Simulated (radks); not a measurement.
# Ca in [Ar] 4s2: an all-electron calculation

The task here is to estimate one member of a computed series from the others.

Program: radks (a radial shooting solver on a logarithmic mesh, Libxc functionals) version 1. Level of theory: scalar-relativistic Kohn-Sham, exchange-only r2SCAN, spin-polarised, spherical densities, finite nucleus. These are calculated values, not measurements, unless marked.

## Starting point

```
element            : calcium (Z = 20)
charge             : 0
electrons          : 20
configuration      : [Ar] 4s2
nuclear rms radius : 3.4776 fm
```

Outer shells as boxes (Hund's rule):

Ca
```
[Ar] core
4s [↑↓]
```

Set-up of the first run:

Settings of this run:

```text
Z 20
configuration [Ar] 4s2 3d0 4p0 5s0 4f0
relativity scalar-relativistic
functional r2scan,
spin polarised
nucleus finite rms 3.4776 fm
c 137.035999084
```

One of the session's tables, all rows but one given; the rest of the session is left out.

It belongs to the step «Radial structure». Sizes of the orbitals, from the radial functions (bohr):

| level | <r> | outermost maximum (interpolated) | 90 % within | nodes |
| --- | --- | --- | --- | --- |
| 1s | 0.07685 | 0.0503 | 0.137 | 0 |
| 2s | 0.3629 | 0.299 | 0.564 | 1 |
| 2p | 0.3273 | 0.247 | 0.539 | 0 |
| 3s | 1.158 | 0.995 | 1.73 | 2 |
| 3p | 1.271 | 1.05 | 1.96 | 1 |
| 4s | ? | ? | ? | ? |
| 4p | 5.272 | 4.45 | 7.91 | 2 |
| 3d | 2.556 | 1.28 | 4.90 | 0 |

Estimate the missing values for 4s.

As computed: <r>: 4.214; outermost maximum (interpolated): 3.50; 90 % within: 6.32; nodes: 3. In the column «<r>» it lies between 3d (2.556) and 4p (5.272).
